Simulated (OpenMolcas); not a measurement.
# Os⁴⁺ among point charges: CASSCF and CASPT2 levels and susceptibility

How does a field of 3 point charges split the states of Os⁴⁺, and what χT follows?

Method: state-averaged CASSCF and CASPT2, spin-orbit coupling by RASSI with atomic mean-field integrals. Code: OpenMolcas 26.06.

## Step 1: Starting point

| Quantity | Value |
| --- | --- |
| Species | Os⁴⁺ (osmium, Z = 76, 72 electrons) |
| Basis | ANO-RCC-VDZP [7s6p4d2f1g], 68 functions |
| Scalar Hamiltonian | DKH2, point nucleus |
| Inactive shells | 1s 2s 2p 3s 3p 3d 4s 4p 4d 4f 5s 5p |
| Active space | 4 electrons in 5 orbitals (5d) |
| Some configurations of this space | 5d⁴ |
| Orbitals | optimised for each spin and parity, averaged over all roots |

Outer shells as boxes (Hund's rule):

5d4
```
5d [↑ ][↑ ][↑ ][↑ ][  ]
```

The ion sits among 3 point charges of -0.8 e arranged as a planar triangle (D3h), 2.22 Å from the ion.

The work runs as a chain of OpenMolcas steps in one folder; each step below is one input file. Labels, J, g values, rates, χT and fits are worked out afterwards by a script from the matrices that RASSI stores.

## Step 2: One- and two-electron integrals

Input file a.inp:

```
&GATEWAY
Coord
1

Os 0.0 0.0 0.0
Basis=ANO-RCC-VDZP
Group=NoSym
NoMove
AngMom=0.0 0.0 0.0
AMFI
XField
3 Angstrom 0
2.220000 0.000000 0.000000 -0.800000
-1.110000 1.922576 0.000000 -0.800000
-1.110000 -1.922576 0.000000 -0.800000
&SEWARD
```

The run is started by

```
> OMP_NUM_THREADS=1 MOLCAS_MEM=1689 MOLCAS_PROJECT=a pymolcas a.inp > a.log
```

## Step 3: Reference wave functions, quintets, 5 roots

Input file a.inp:

```
&RASSCF
FileOrb=start.orb
Symmetry=1
Spin=5
nActEl=4 0 0
Inactive=34
Ras2=5
CIRoot=5 5 1
SDav=5
CIMx=300
Iter=120 100
PrWF=0.3
OrbListing=Nothing
MaxOrb=0
>>> COPY $Project.JobIph JOB001
```

start.orb holds the contracted functions of the basis, ordered by shell, or the orbitals of the step before.

## Step 4: Reference wave functions, triplets, 45 roots

Input file a.inp:

```
&RASSCF
FileOrb=start.orb
Symmetry=1
Spin=3
nActEl=4 0 0
Inactive=34
Ras2=5
CIRoot=45 45 1
SDav=45
CIMx=300
Iter=120 100
PrWF=0.3
OrbListing=Nothing
MaxOrb=0
>>> COPY $Project.JobIph JOB002
```

## Step 5: CASSCF: singlets, 50 roots

Input file a.inp:

```
&RASSCF
FileOrb=start.orb
Symmetry=1
Spin=1
nActEl=4 0 0
Inactive=34
Ras2=5
CIRoot=50 50 1
SDav=50
CIMx=300
Iter=120 100
PrWF=0.3
OrbListing=Nothing
MaxOrb=0
>>> COPY $Project.JobIph JOB003
```

## Step 6: RASSI: spin-orbit coupling between the states

Input file a.inp:

```
&RASSI
NrOfJobIphs=3 5 45 50
1 2 3 4 5
1 2 3 4 5 6 7 8 9 10 11 12 13 14 15 16 17 18 19 20 21 22 23 24 25 26 27
28 29 30 31 32 33 34 35 36 37 38 39 40 41 42 43 44 45
1 2 3 4 5 6 7 8 9 10 11 12 13 14 15 16 17 18 19 20 21 22 23 24 25 26 27
28 29 30 31 32 33 34 35 36 37 38 39 40 41 42 43 44 45 46 47 48 49 50
IphNames
JOB001
JOB002
JOB003
EJob
SpinOrbit
DIPRint=1.0
SOCoupling=1000.0
Subsets=2
Property=9
'ANGMOM' 1 'ANGMOM' 2 'ANGMOM' 3 'MLTPL  1' 1 'MLTPL  1' 2 'MLTPL  1' 3
'AMFI' 1 'AMFI' 2 'AMFI' 3
SOProperty=3
'ANGMOM' 1 'ANGMOM' 2 'ANGMOM' 3
```

## Step 7: CASPT2: IPEA 0.25, imaginary shift 0.1 (closed shells correlated: 4f 5s 5p)

Input file a.inp:

```
>>> COPY JOB001 $Project.JobIph
&CASPT2
Multistate=5 1 2 3 4 5
NoMult
Frozen=23
IPEA=0.25
Imaginary=0.1
MaxIter=60
WThr=0.0 0.3 0.05
PrWF=0.5
NoMix
>>> COPY JOB002 $Project.JobIph
&CASPT2
Multistate=45 1 2 3 4 5 6 7 8 9 10 11 12 13 14 15 16 17 18 19 20 21 22
23 24 25 26 27 28 29 30 31 32 33 34 35 36 37 38 39 40 41 42 43 44 45
NoMult
Frozen=23
IPEA=0.25
Imaginary=0.1
MaxIter=60
WThr=0.0 0.3 0.05
PrWF=0.5
NoMix
>>> COPY JOB003 $Project.JobIph
&CASPT2
Multistate=50 1 2 3 4 5 6 7 8 9 10 11 12 13 14 15 16 17 18 19 20 21 22
23 24 25 26 27 28 29 30 31 32 33 34 35 36 37 38 39 40 41 42 43 44 45 46
47 48 49 50
NoMult
Frozen=23
IPEA=0.25
Imaginary=0.1
MaxIter=60
WThr=0.0 0.3 0.05
PrWF=0.5
NoMix
```

(Steps that only read results are left out.)

Before running it: what results should come out? Wanted: spin-free ground state; first state of the same spin within the active space; lowest level; next level.

**Answer**, as computed:

```
                                            quantity                                                                           value
                                              method  SS-CASPT2, IPEA 0.25, imaginary shift 0.1 (closed shells correlated: 4f 5s 5p)
                              spin-free ground state                                                  5E, 2-fold in its orbital part
first state of the same spin within the active space                                                                 5E at 4490 cm⁻¹
                                        lowest level                                                                       1-fold A1
                                          next level                                                                     3306.6 cm⁻¹
                                         χT at 300 K                                                                  0.06 cm³ K/mol
                           effective moment at 300 K                                                                         0.71 μB
```

Cost by method:

| method | time of its own steps | time with the reference |
| --- | --- | --- |
| A. CASSCF | 24 s | 24 s |
| B. SS-CASPT2, IPEA 0.25, imaginary shift 0.1, +4f 5s 5p | 31 s | 56 s |

Times are of one thread on a shared host.

The spin-free ground state (5E) comes to 100 % from free-ion D terms and keeps the highest spin of the shell. χT at 300 K is 0.06, against 3.01 cm³ K/mol for the spin alone, so spin-orbit coupling lowers it. An active space of the d shell alone favours high spin; real ions in strong fields can be low spin. CASPT2 does not keep the components of a term degenerate, and the means are used. The field of point charges can differ much from that of real complexes. With metal d orbitals alone active, the gaps between spin states are rough; where two lie within a few thousand cm-1, their order is open. This is an electrostatic model: the charges have no orbitals.
